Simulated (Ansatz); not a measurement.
**In2GaP3: the band gap up the ladder of functionals**

One table from this session's results is given with a row withheld; the runs are named, their logs left out.

Program: Ansatz 0.2.0. PAW datasets, plane waves. The cell comes from a prototype generator: it can be a known phase or a hypothetical one. Spin polarisation is off.

## Starting point

The cell was relaxed beforehand with r2SCAN.

It is orthorhombic, Imm2 (No. 44); a = 4.058 Å, b = 12.200 Å, c = 5.771 Å in the conventional setting, 23.81 Å³ an atom. Near Ga stand 4 P at 2.36–2.41 Å; near P stand 2 Ga at 2.41 Å and 2 In at 2.56 Å; near In stand 4 P at 2.54–2.56 Å; near P stand 1 Ga at 2.36 Å and 3 In at 2.54–2.55 Å.

As a file:

```
Ga P In
1.0
    -2.02876    6.10002    2.88537
     2.02876   -6.10002    2.88537
     2.02876    6.10002   -2.88537
Ga P In
1 3 2
Direct
  0.00151 0.00151 0.00000
  0.77610 0.27610 0.50000
  0.39458 0.23589 0.15869
  0.07720 0.23589 0.84131
  0.66432 0.00030 0.66401
  0.33629 0.00030 0.33599
```

Set-up of the first run:

Input file input.yaml:

```yaml
crystal:
  lattice:
    - [-2.0287630969, 6.1000196155, 2.885372602]
    - [2.0287630969, -6.1000196155, 2.885372602]
    - [2.0287630969, 6.1000196155, -2.885372602]
  atoms:
    - { symbol: Ga, position: [0.0015099376, 0.0015099376, 0.0] }
    - { symbol: P, position: [0.776097933, 0.276097933, 0.5] }
    - { symbol: In, position: [0.6643175025, 0.0003043374, 0.6640131651] }
    - { symbol: P, position: [0.3945801145, 0.2358917273, 0.1586883872] }
    - { symbol: In, position: [0.3362911724, 0.0003043374, 0.3359868349] }
    - { symbol: P, position: [0.07720334, 0.2358917273, 0.8413116128] }
kpoints:
  mp_grid: { grid: [8, 8, 8] }
  band_path:
    path:
      - [[0.0, 0.0, 0.0], [0.5, -0.5, 0.5], [0.2776528704183, -0.2776528704183, 0.7223471295817]]
      - [[-0.2776528704183, 0.2776528704183, 0.2776528704183], [0.0, 0.0, 0.0], [0.3059347051171, 0.3059347051171, -0.3059347051171]]
      - [[0.6940652948829, -0.3059347051171, 0.3059347051171], [0.5, -0.5, 0.5]]
      - [[0.0, 0.0, 0.0], [3.633751955414e-18, 0.5, -3.633751955414e-18], [0.25, 0.25, 0.25], [0.5, -6.7045240966e-17, 6.7045240966e-17], [0.0, 0.0, 0.0], [3.77468440991e-17, -3.77468440991e-17, 0.5], [0.25, 0.25, 0.25]]
    npoints: 10
hamiltonian:
  xc: pbe
scf:
  occupations: { method: fermi_dirac, width: 0.02 }
  n_extra_bands: 5
output:
  forces: true
  stress: true
  eigenvalues: true
```

Launch:

```sh
ansatz run input.yaml --threads 4 --pin off --max-ram 6451MiB --backend cpu --events-out ev --progress --plain --runs-dir out
```

Steps of the session up to this table: Band structure with PBE; r2SCAN at the same geometry; Single point with HSE06; PBE+SOC at the same geometry; PBE0 at the same geometry.

One of the session's tables, all rows but one given; the rest of the session is left out.

| level | gap (eV) |
| --- | --- |
| PBE | 0.82 |
| r2SCAN | 1.27 |
| HSE06 | 1.65 |
| PBE+SOC | ? |
| PBE0 | 2.28 |

Q: Estimate the row for PBE+SOC from the others.

**Answer.** gap (eV): 0.81. In the column «gap (eV)» it is the lowest.

Meshes: PBE 8×8×8, r2SCAN 8×8×8, HSE06 4×4×4, PBE+SOC 8×8×8, PBE0 4×4×4

PBE+SOC gives the least gap, 0.81 eV, and PBE0 the largest, 2.28 eV. Against HSE06, PBE is short by 0.83 eV, at 50 % of it, and r2SCAN 77 %. PBE0 lies 0.63 eV above HSE06, which differs from it by screening the long-range exchange.

Caveats from the session: Warnings in the runs' records: stress scf threshold loose, stress exchange threshold loose.
